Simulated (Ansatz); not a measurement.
## GaGe3 under changes of volume

One of the cells (19.580 Å³/atom); the others are scaled copies at fixed shape and fractional positions:

```
CELL_PARAMETERS angstrom
4.27847 0.00000 0.00000
0.00000 4.27847 0.00000
0.00000 0.00000 4.27847
ATOMIC_POSITIONS crystal
Ge 0.50000 0.50000 0.00000
Ge 0.50000 0.00000 0.50000
Ge 0.00000 0.50000 0.50000
Ga 0.00000 0.00000 0.00000
```

The cell comes from a database or a generator and needn't be the stable form of this composition.

| Quantity | Value |
| --- | --- |
| Program | Ansatz 0.2.0 |
| Functional | PBE |
| Potentials or basis | Ansatz PAW |
| Cutoff | 420 eV (not typed: the program's choice for these potentials) |
| k mesh | 6 × 6 × 6 |
| Occupations | fermi-dirac, width 0.05 eV |
| Spin | no spin polarisation |

```csv
volume (Å³/atom),energy over the lowest point (meV/atom),pressure (GPa)
18.405,13.50,3.9
18.796,5.68,2.4
19.188,1.32,1.1
19.580,0.00,-0.1
19.971,?,?
20.363,5.28,-2.1
20.754,11.34,-2.9
```

Problem. What does the run at 19.971 Å³/atom give?

Solution. Energy over the lowest point 1.40 meV/atom; pressure -1.1 GPa.

Worked out: A Birch-Murnaghan fit of order 3 (a polynomial in V^(-2/3)) to the other rows has its minimum at 19.56 Å³/atom with B0 = V·E''(V) = 56 GPa and B' = 4.6. It gives 1.42 meV/atom at 19.971 Å³/atom, against the run's 1.40, and -dE/dV = -1.1 GPa, against -1.1.

Energies are extrapolated to zero smearing.
